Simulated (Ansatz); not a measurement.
# CH5GaO: the cost of one run

All numbers below are computed with Ansatz 0.2.0 (RKS PBE0-D4/def2-SVP).

## Step 1: The structure to begin with

Bond lengths: Ga1–O2 2.200 Å, O2–C3 1.410 Å, C3–H6 1.090 Å, C3–H7 1.092 Å, C3–H8 1.093 Å. Angles: Ga1–O2–C3 165.3°, O2–C3–H6 106.4°, O2–C3–H7 110.9°, O2–C3–H8 111.1°, H6–C3–H7 109.0°, H6–C3–H8 109.2°, H7–C3–H8 110.1°.

Coordinates:

```xyz
8

Ga   -2.0089   -0.7979   -0.9929
O    -0.1327   -0.4255    0.0943
C     0.9832    0.1585    0.7277
H     0.0093   -0.8434   -1.0931
H    -2.6248    0.9663   -1.4656
H     0.6525    0.4533    1.7234
H     1.3177    1.0465    0.1874
H     1.8037   -0.5578    0.8188
```

## Step 2: A restrained relaxation towards end A

Springs on the bonds that form and break draw the guess towards this end; the thresholds are loose.

The input, input.yaml:

```yaml
crystal:
  periodic: [false, false, false]
  atoms:
    - { symbol: Ga, position_ang: [-2.0089, -0.7979, -0.9929] }
    - { symbol: O, position_ang: [-0.1327, -0.4255, 0.0943] }
    - { symbol: C, position_ang: [0.9832, 0.1585, 0.7277] }
    - { symbol: H, position_ang: [0.0093, -0.8434, -1.0931] }
    - { symbol: H, position_ang: [-2.6248, 0.9663, -1.4656] }
    - { symbol: H, position_ang: [0.6525, 0.4533, 1.7234] }
    - { symbol: H, position_ang: [1.3177, 1.0465, 0.1874] }
    - { symbol: H, position_ang: [1.8037, -0.5578, 0.8188] }
basis:
  gaussian: { orbitals: def2-SVP }
hamiltonian:
  xc: pbe0
  dispersion: d4
relax:
  f_tol: 0.15
  max_steps: 25
  restrain:
    - { distance: [3, 1], at: 2.27, k: 30.0 }
    - { distance: [0, 1], at: 1.88, k: 30.0 }
    - { distance: [0, 3], at: 1.53, k: 30.0 }
```

Launch:

```
ansatz run input.yaml --threads 2 --pin off --max-ram 3072MiB --backend cpu --events-out ev --progress --plain --runs-dir out
```

**Question.** How long does this run take on 2 threads of Intel Xeon Platinum 8488C (Sapphire Rapids), shared host, and how much memory does it need?

About 22 s, with a peak of 0.19 GiB.
